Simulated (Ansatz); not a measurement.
# PtPb: the cost of one run

All numbers are computed with the Python package of Ansatz 0.2.0. Level of theory: DFT LDA, plane waves, PAW.

**1. The structure**

The structure is hexagonal, space group P6_3/mmc (No. 194). Conventional cell: a = 4.260 Å, b = 4.260 Å, c = 5.470 Å, α = 90.00°, β = 90.00°, γ = 120.00°. Around Pt (site symmetry -6m2) lie 6 Pb at 2.81 Å. Around Pb (site symmetry -3m) lie 2 Pb at 2.73 Å and 6 Pt at 2.81 Å.

No structure file is read: the coordinates are typed or built in the script.

**2. The code**

Input file run_elastic.py:

```python
from dataclasses import replace
import logging
import sys

import ansatz
import numpy as np
from pymatgen.core import Lattice, Structure
from pymatgen.io.ase import AseAtomsAdaptor

logging.basicConfig(stream=sys.stdout, format='%(levelname)s:%(name)s:%(message)s')
log = logging.getLogger('ptpb')
log.setLevel(logging.INFO)

pmg_structure = Structure(
    Lattice([(4.26, 0.0, 0.0), (-2.13, 3.68927, 0.0), (0.0, 0.0, 5.47)]),
    ['Pt', 'Pt', 'Pb', 'Pb'],
    [
        (1 / 3, 2 / 3, 0.25),
        (2 / 3, 1 / 3, 0.75),
        (0.0, 0.0, 0.0),
        (0.0, 0.0, 0.5),
    ],
)
ptpb = ansatz.Crystal.from_ase(AseAtomsAdaptor.get_atoms(pmg_structure))

model = (
    ptpb.calculation()
    .occupations('Methfessel-Paxton', width=0.3)
    .accuracy('low')
    .functional('lda')
    .kpoints(12, 12, 8)
)
rest = model.relax(cell=True).run(threads=1, backend='cpu').lattice
relaxed = ansatz.Crystal(lattice=ansatz.Lattice.of(rest.cell_ang))
for site in rest.sites:
    relaxed = relaxed.atom(site.symbol, site.position_frac)
model = replace(model, crystal=relaxed)
log.info('relaxed volume {:.3f} A^3'.format(abs(np.linalg.det(rest.cell_ang))))
done = model.elastic('relaxed_ion').run(threads=1, backend='cpu')
elastic = done.elastic

print(np.array2string(np.round(elastic.c_gpa, 1) + 0.0, suppress_small=True))
print('Voigt stress of the unstrained cell (GPa, tension positive):', np.round(elastic.sigma0_gpa, 3) + 0.0)
print('smallest eigenvalue of C:', round(elastic.stability.min_eigenvalue_gpa, 1), 'GPa; stable:', elastic.stability.stable)
if elastic.stability.min_eigenvalue_gpa > 0:
    m = elastic.moduli
    anisotropy = 5 * m.g_voigt_gpa / m.g_reuss_gpa + m.k_voigt_gpa / m.k_reuss_gpa - 6
    log.info(f'Voigt K {m.k_voigt_gpa:.1f} G {m.g_voigt_gpa:.1f}; Reuss K {m.k_reuss_gpa:.1f} G {m.g_reuss_gpa:.1f}; universal anisotropy index {anisotropy:.3f}')
    S = np.linalg.inv(elastic.c_gpa)
    print('Young modulus along x, y, z (GPa):', np.round(1 / np.diag(S)[:3], 1))
    print('linear compressibility along x, y, z (1/TPa):', np.round(1000 * S[:3, :3].sum(axis=1), 2))
```

**3. The calls as engine input**

The engine receives this input (first run):

```yaml
crystal:
  lattice:
    - [4.26, 0.0, 0.0]
    - [-2.13, 3.68927, 0.0]
    - [0.0, 0.0, 5.47]
  atoms:
    - { symbol: Pt, position: [0.3333333333333333, 0.6666666666666666, 0.25] }
    - { symbol: Pt, position: [0.6666666666666666, 0.3333333333333333, 0.75] }
    - { symbol: Pb, position: [0.0, 0.0, 0.0] }
    - { symbol: Pb, position: [0.0, 0.0, 0.5] }
accuracy: low
kpoints:
  mp_grid:
    grid: [12, 12, 8]
hamiltonian:
  xc: lda
scf:
  occupations:
    method: methfessel_paxton
    width: 0.3
relax:
  cell: {}
```

**4. The run**

The run is started by

```console
$ python run_elastic.py
```

Q: Estimate wall time and peak memory on 1 thread of Arm Neoverse V2, shared host.

About 18 min, with a peak of 1.1 GiB.
